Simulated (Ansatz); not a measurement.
# AlClH2O2Si: small, medium and large basis sets

Aim: see how fast density functionals converge with the basis set for AlClH2O2Si.

Method: one geometry, several basis sets; program: Ansatz 0.2.0, Gaussian basis.

Plan: PBE0-D4/def2-SVP; ωB97M-V/def2-SVP; PBE0-D4/def2-QZVPP; ωB97M-V/def2-QZVPP; the functionals' def2-TZVPP values are taken from earlier runs.

### Step 1. The relaxed structure

All runs share one geometry, relaxed beforehand with PBE0-D4 in a triple-zeta def2 set.

7 atoms, charge 0, spin multiplicity 1.

Atoms are counted from 1 here; the program's logs count them from 0.

Bond lengths: Cl1–Al2 2.056 Å, Al2–O3 1.725 Å, Al2–Si4 2.366 Å, Al2–O5 1.725 Å, O3–Si4 1.673 Å, Si4–O5 1.673 Å, Si4–H6 1.482 Å, Si4–H7 1.482 Å. Angles: Cl1–Al2–O3 135.0°, Cl1–Al2–Si4 180.0°, Cl1–Al2–O5 135.0°, O3–Al2–Si4 45.0°, O3–Al2–O5 90.0°, Si4–Al2–O5 45.0°, Al2–O3–Si4 88.2°, Al2–Si4–O3 46.8°, Al2–Si4–O5 46.8°, Al2–Si4–H6 124.4°, Al2–Si4–H7 124.5°, O3–Si4–O5 93.6°, O3–Si4–H6 112.8°, O3–Si4–H7 112.8°, O5–Si4–H6 112.8°, O5–Si4–H7 112.8°, H6–Si4–H7 111.1°, Al2–O5–Si4 88.2°.

Coordinates:

```
Cl   -2.3041   -2.4024   -0.5007
Al   -0.8906   -0.9402   -0.1988
O    -0.7488    0.7261   -0.6229
Si    0.7358    0.7424    0.1488
O     0.6454   -0.8709    0.5837
H     0.7643    1.6513    1.3188
H     1.8594    1.0258   -0.7746
```

### Step 2. PBE0-D4 in def2-SVP

File in.yaml:

```yaml
crystal:
  periodic: [false, false, false]
  atoms:
    - {symbol: Cl, position_ang: [-2.304098, -2.402399, -0.500699]}
    - {symbol: Al, position_ang: [-0.890641, -0.940236, -0.198805]}
    - {symbol: O, position_ang: [-0.748839, 0.726073, -0.622943]}
    - {symbol: Si, position_ang: [0.735753, 0.742397, 0.148814]}
    - {symbol: O, position_ang: [0.645435, -0.870873, 0.583657]}
    - {symbol: H, position_ang: [0.764267, 1.651271, 1.318765]}
    - {symbol: H, position_ang: [1.859423, 1.025767, -0.774589]}
basis:
  gaussian: {orbitals: def2-SVP}
hamiltonian: {xc: pbe0, dispersion: d4}
output: {orbitals: {seedname: orbitals}}
```

The run is started by

```bash
$ ansatz run in.yaml --threads 2 --pin off --events-out ev --progress --plain --max-ram 4352MiB
```

The runs that follow: ωB97M-V in def2-SVP; PBE0-D4 in def2-QZVPP; ωB97M-V in def2-QZVPP.

Before running them: what should the planned runs give, taken together? Wanted: PBE0-D4: double and triple zeta above quadruple; ωB97M-V: double and triple zeta above quadruple.

**Answer**, as computed:

| quantity | value |
| --- | --- |
| PBE0-D4: double and triple zeta above quadruple | 16.05, 1.10 eV |
| ωB97M-V: double and triple zeta above quadruple | 16.00, 1.03 eV |

For PBE0-D4 the step from double to triple zeta gains 14.95 eV and the next only 1.10 eV. Total energies overstate the basis error of differences, where much of it tends to cancel.
